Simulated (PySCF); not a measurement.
# RbF: bond curves at several levels of theory

The task here is to estimate one member of a computed series from the others.

Method: Rb jorge-DZP-DKH, F jorge-DZP-DKH, spin-free X2C with a Gaussian nucleus; program: PySCF 2.14.0.

Set-up of the first run:

The job is set up so:

```json
{
  "atoms": "Rb, F",
  "charge": "0",
  "basis": "Rb jorge-DZP-DKH, F jorge-DZP-DKH",
  "Hamiltonian": "spin-free X2C with a Gaussian nucleus",
  "basis functions": "51",
  "electrons treated": "46",
  "masses in u": "84.9118, 18.9984",
  "levels": "PBE0, PBE, r²SCAN, M06-L, TPSSh, BP86, HF, MP2, SCS-MP2, CCSD, CCSD(T)",
  "grid": "80 radial by 434 angular points",
  "occupations": "held fixed by the projection of orbital angular momentum",
  "dissociation limit": "Rb + F, each in its ground configuration",
  "starting distance in angstrom": "2.675",
  "values of 2S to try": "0, 2"
}
```

Started as:

```sh
$ OMP_NUM_THREADS=1 python dia.py task.json out
```

Steps of the session up to this table: Set-up; PBE0 along the bond; Excited determinants; PBE (GGA); r²SCAN; M06-L (meta-GGA); TPSSh; BP86 (GGA); RHF; MP2 and coupled cluster.

One table of the session follows, with a row left open; its other results are not shown here.

It belongs to the step «The curves together». Energy (eV) from each level's lowest point:

| R (Å) | RHF | RHF-MP2 | RHF-SCS-MP2 | RHF-CCSD | RHF-CCSD(T) |
| --- | --- | --- | --- | --- | --- |
| 1.929 | 1.043 | 0.986 | 1.006 | n/a | n/a |
| 2.019 | 0.517 | 0.483 | 0.496 | 0.504 | 0.496 |
| 2.108 | 0.207 | 0.188 | 0.196 | 0.200 | 0.196 |
| 2.176 | 0.078 | 0.067 | 0.072 | 0.074 | 0.072 |
| 2.243 | ? | ? | ? | ? | ? |
| 2.310 | 0.000 | 0.000 | 0.000 | 0.000 | 0.000 |
| 2.400 | 0.038 | 0.042 | 0.039 | 0.038 | 0.040 |
| 2.512 | 0.145 | 0.152 | 0.148 | 0.146 | 0.148 |
| 2.647 | 0.326 | 0.334 | 0.328 | 0.326 | 0.329 |
| 2.826 | 0.605 | 0.613 | 0.606 | n/a | n/a |

**Question.** Estimate the row for R (Å) = 2.243.

Worked estimate for «RHF». A straight line through the neighbours (2.176, 0.078) and (2.310, 0.000) gives 0.078 + (0.000 − 0.078) × (2.243 − 2.176) / (2.310 − 2.176) = 0.039; a parabola fitted to 4 rows on both sides gives 0.016.

As computed: RHF: 0.014; RHF-MP2: 0.010; RHF-SCS-MP2: 0.012; RHF-CCSD: 0.013; RHF-CCSD(T): 0.012. In «RHF» the line misses by +0.025 and the parabola by +0.002.
